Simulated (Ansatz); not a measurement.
# C₃H₉BO: vertical ionisation energy

How much energy removes an electron from C₃H₉BO at fixed geometry? The cation is run at each level and the neutral's energy taken from earlier runs.

The runs use Ansatz 0.2.0, Gaussian basis; unrestricted cation, the program's frozen cores in correlated methods.

Plan: UKS PBE-D4/def2-TZVPP; UKS r2SCAN-D4/def2-TZVPP; UKS PBE0-D4/def2-TZVPP; UKS B3LYP-D4/def2-TZVPP; UKS wB97X-V/def2-TZVPP; UKS wB97M-V/def2-TZVPP; UKS B2PLYP/def2-TZVPP; UHF-CCSD(T)/def2-TZVPP; UHF-MP2/def2-QZVPP; extrapolation to the limit; then −ε(HOMO) from the neutral's earlier runs with LDA (SPW92), PBE-D4, revPBE-D4, BLYP-D4, r2SCAN-D4, B97M-V, PBE0-D4, B3LYP-D4, r2SCANh-D4, r2SCAN0-D4, HSE06-D4, BHLYP-D4, CAM-B3LYP-D4, LC-ωPBE, ωB97X-V, ωB97M-V.

### Step 1. Structure used throughout

The geometry comes from an earlier relaxation with PBE0-D4/def2-TZVP; it is a stationary point, not always the lowest conformer.

SMILES `[BH3-][O+]=C(C)C`, 14 atoms, charge 0, spin multiplicity 1.

Atoms are counted from 1 here; the program's logs count them from 0.

Bond lengths: B1–O2 1.588 Å, B1–H6 1.203 Å, B1–H7 1.217 Å, B1–H8 1.217 Å, O2–C3 1.233 Å, C3–C4 1.477 Å, C3–C5 1.484 Å, C4–H9 1.095 Å, C4–H10 1.088 Å, C4–H11 1.095 Å, C5–H12 1.094 Å, C5–H13 1.094 Å, C5–H14 1.088 Å. Angles: O2–B1–H6 104.6°, O2–B1–H7 105.4°, O2–B1–H8 105.4°, H6–B1–H7 114.3°, H6–B1–H8 114.3°, H7–B1–H8 111.7°, B1–O2–C3 124.1°, O2–C3–C4 121.3°, O2–C3–C5 118.4°, C4–C3–C5 120.3°, C3–C4–H9 108.4°, C3–C4–H10 112.6°, C3–C4–H11 108.4°, H9–C4–H10 111.3°, H9–C4–H11 104.7°, H10–C4–H11 111.2°, C3–C5–H12 109.4°, C3–C5–H13 109.4° and more.

### Step 2. Cation, UKS PBE-D4/def2-TZVPP

File in.yaml:

```yaml
crystal:
  periodic: [false, false, false]
  atoms:
    - {symbol: B, position_ang: [-1.846048, 0.323444, 0.922059]}
    - {symbol: O, position_ang: [-0.378335, -0.280300, 0.981178]}
    - {symbol: C, position_ang: [0.438883, -0.201210, 0.061425]}
    - {symbol: C, position_ang: [0.106038, 0.482184, -1.205162]}
    - {symbol: C, position_ang: [1.777590, -0.812082, 0.253295]}
    - {symbol: H, position_ang: [-2.330059, 0.048423, 1.988302]}
    - {symbol: H, position_ang: [-2.381828, -0.220206, -0.025657]}
    - {symbol: H, position_ang: [-1.697854, 1.516359, 0.732800]}
    - {symbol: H, position_ang: [-0.201855, 1.507316, -0.973918]}
    - {symbol: H, position_ang: [0.929609, 0.468595, -1.915624]}
    - {symbol: H, position_ang: [-0.788932, 0.012131, -1.626224]}
    - {symbol: H, position_ang: [1.953052, -1.556255, -0.529467]}
    - {symbol: H, position_ang: [2.547964, -0.044755, 0.130496]}
    - {symbol: H, position_ang: [1.858874, -1.272746, 1.235298]}
basis:
  gaussian: {orbitals: def2-TZVPP}
total_charge: 1
magnetization: {spin_polarized: true, initial_magnetization: 1}
hamiltonian: {xc: pbe, dispersion: d4}
```

On the command line:

```bash
$ ansatz run in.yaml --threads 2 --pin off --events-out ev --progress --plain --max-ram 22528MiB --backend cuda --devices 0, --max-vram 18GiB
```

Further steps of the session: Cation, UKS r2SCAN-D4/def2-TZVPP; Cation, UKS PBE0-D4/def2-TZVPP; Cation, UKS B3LYP-D4/def2-TZVPP; Cation, UKS wB97X-V/def2-TZVPP; Cation, UKS wB97M-V/def2-TZVPP; Cation, UKS B2PLYP (frozen core)/def2-TZVPP; Cation, UHF-CCSD(T)/def2-TZVPP; Cation, UHF-MP2/def2-QZVPP.

Q: Predict the results of all the runs planned. Wanted: ionisation energy, CCSD(T)/CBS; nearest functional by difference; nearest −ε(HOMO); −ε(HOMO) of PBE; T1 of the cation.

**Answer**, as computed:

| quantity | value |
| --- | --- |
| ionisation energy, CCSD(T)/CBS | 10.42 eV |
| nearest functional by difference | ωB97X-V (-0.28 eV) |
| nearest −ε(HOMO) | LC-ωPBE (+0.04 eV) |
| −ε(HOMO) of PBE | 6.27 eV |
| T1 of the cation | 0.059 |

**Reading.** By cation minus neutral, the functionals miss by 0.78 eV at most. The PBE orbital energy is 4.2 eV too small: a semilocal HOMO is no ionisation energy. Among orbital estimates LC-ωPBE comes nearest. Hartree-Fock falls 1.03 eV short, as the neutral has more correlation energy than the cation. The cation's T1 (from the report) is 0.059, above the customary mark of 0.045 for open shells, so the coupled-cluster value is less safe.
